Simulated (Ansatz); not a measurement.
Turn this script for the Ansatz DFT code, driven from Python into the input file that the command-line program reads.

`run_opt.py`
```python
"""Minimum-energy structure of C3H7BO."""

from dataclasses import dataclass

import ansatz
import numpy as np


@dataclass(frozen=True)
class Options:
    basis: str = "def2-SVP"
    functional: str = "r2SCAN"
    dispersion: str = "d4"


cfg = Options()

system = (
    ansatz.Crystal.molecule()
    .atom("C", (1.3574, 0.7258, 1.5186))
    .atom("C", (0.7722, 0.0765, 0.5016))
    .atom("O", (1.5075, -0.9055, -0.1334))
    .atom("B", (-0.6229, 0.389, 0.0272))
    .atom("C", (-1.3658, -0.4332, -1.1822))
    .atom("H", (0.7519, 1.5623, 2.0181))
    .atom("H", (2.348, 0.5677, 1.8351))
    .atom("H", (1.221, -1.4443, -0.8944))
    .atom("H", (-1.3223, 1.2368, 0.6156))
    .atom("H", (-0.7748, -0.2768, -2.0686))
    .atom("H", (-1.4137, -1.506, -0.8929))
    .atom("H", (-2.3816, -0.0475, -1.3107))
)

model = system.calculation().basis(gaussian=cfg.basis).functional(cfg.functional, dispersion=cfg.dispersion)
symbols = [site.symbol for site in system.cartesian_sites]
start = np.array([site.position_ang for site in system.cartesian_sites], dtype=float)
def progress(event):
    if event["event"] == "relax_step":
        row = event["data"]
        print(f"step {row['step']:3d}  E = {row['lagrangian_ev']:.6f} eV  max force {row['allowed_force_max_ev_ang']:.4f} eV/A")


data = model.relax(force_tolerance=0.01, max_steps=100).session().plan().execute(on_event=progress).report
end = np.array(data["positions_ang"])

for key in ("converged", "free_energy_ev", "reference_energy_ev", "n_frozen", "n_occupied", "n_virtual"):
    print(f"{key:22s} {data[key]}")

print("bond        before    after (A)")
for i, j in [(0, 1), (0, 5), (0, 6), (1, 2), (1, 3), (2, 7), (3, 4), (3, 8), (4, 9), (4, 10), (4, 11)]:
    d0, d1 = (np.linalg.norm(xyz[i] - xyz[j]) for xyz in (start, end))
    print(f"{symbols[i]}{i}-{symbols[j]}{j}".ljust(10), f"{d0:8.4f} {d1:8.4f}")

charges = data["charge_distribution"]
print("dipole moment", round(4.803205 * float(np.linalg.norm(charges["dipole_moment_e_ang"])), 3), "D")
print("Mulliken:", [(s, round(q, 3)) for s, q in zip(symbols, charges["mulliken_charges_e"])])
with open("c3h7bo_opt.xyz", "w") as handle:
    handle.write(f"{len(symbols)}\nrelaxed C3H7BO\n")
    handle.writelines(f"{s:2s} {x:11.6f} {y:11.6f} {z:11.6f}\n" for s, (x, y, z) in zip(symbols, end))
```

Running `python run_opt.py` prints:
```text
step   1  E = -5939.259035 eV  max force 2.7438 eV/A
step   2  E = -5939.624425 eV  max force 1.1437 eV/A
step   3  E = -5939.643243 eV  max force 1.4101 eV/A
step   4  E = -5939.756757 eV  max force 0.3757 eV/A
step   5  E = -5939.766881 eV  max force 0.2948 eV/A
step   6  E = -5939.770813 eV  max force 0.0440 eV/A
step   7  E = -5939.771160 eV  max force 0.0207 eV/A
step   8  E = -5939.771227 eV  max force 0.0086 eV/A
converged              True
free_energy_ev         -5939.771237189896
reference_energy_ev    -5939.718857211827
n_frozen               0
n_occupied             [19, 19]
n_virtual              [86, 86]
bond        before    after (A)
C0-C1        1.3410   1.3562
C0-H5        1.1471   1.0907
C0-H6        1.0519   1.0957
C1-O2        1.3814   1.3686
C1-B3        1.5063   1.5549
O2-H7        0.9755   0.9657
B3-C4        1.6403   1.5698
B3-H8        1.2467   1.2099
C4-H9        1.0768   1.1076
C4-H10       1.1122   1.1079
C4-H11       1.0941   1.0986
dipole moment 1.432 D
Mulliken: [('C', -0.1), ('C', 0.066), ('O', -0.24), ('B', 0.035), ('C', -0.219), ('H', 0.067), ('H', 0.054), ('H', 0.181), ('H', -0.031), ('H', 0.059), ('H', 0.06), ('H', 0.069)]
```

`input.yaml`:
```yaml
crystal:
  periodic: [false, false, false]
  atoms:
    - { symbol: C, position_ang: [1.3574, 0.7258, 1.5186] }
    - { symbol: C, position_ang: [0.7722, 0.0765, 0.5016] }
    - { symbol: O, position_ang: [1.5075, -0.9055, -0.1334] }
    - { symbol: B, position_ang: [-0.6229, 0.389, 0.0272] }
    - { symbol: C, position_ang: [-1.3658, -0.4332, -1.1822] }
    - { symbol: H, position_ang: [0.7519, 1.5623, 2.0181] }
    - { symbol: H, position_ang: [2.348, 0.5677, 1.8351] }
    - { symbol: H, position_ang: [1.221, -1.4443, -0.8944] }
    - { symbol: H, position_ang: [-1.3223, 1.2368, 0.6156] }
    - { symbol: H, position_ang: [-0.7748, -0.2768, -2.0686] }
    - { symbol: H, position_ang: [-1.4137, -1.506, -0.8929] }
    - { symbol: H, position_ang: [-2.3816, -0.0475, -1.3107] }
basis:
  gaussian:
    orbitals: def2-SVP
hamiltonian:
  xc: r2scan
  dispersion: d4
relax:
  f_tol: 0.01
  max_steps: 100
```

What to keep in mind:
- Total energies depend on the basis set; only differences at equal settings carry meaning.
- The end point is the stationary point reached from this start; no frequency run checks that it is a minimum, and the basis set is modest.
- Total less reference energy is the dispersion correction.
- Hardware and time: 51 s on 1 thread of Arm Neoverse V1, with other jobs on the host, peak memory 0.22 GiB.

(Lines on the test bed's own set-up are left out of the output.)
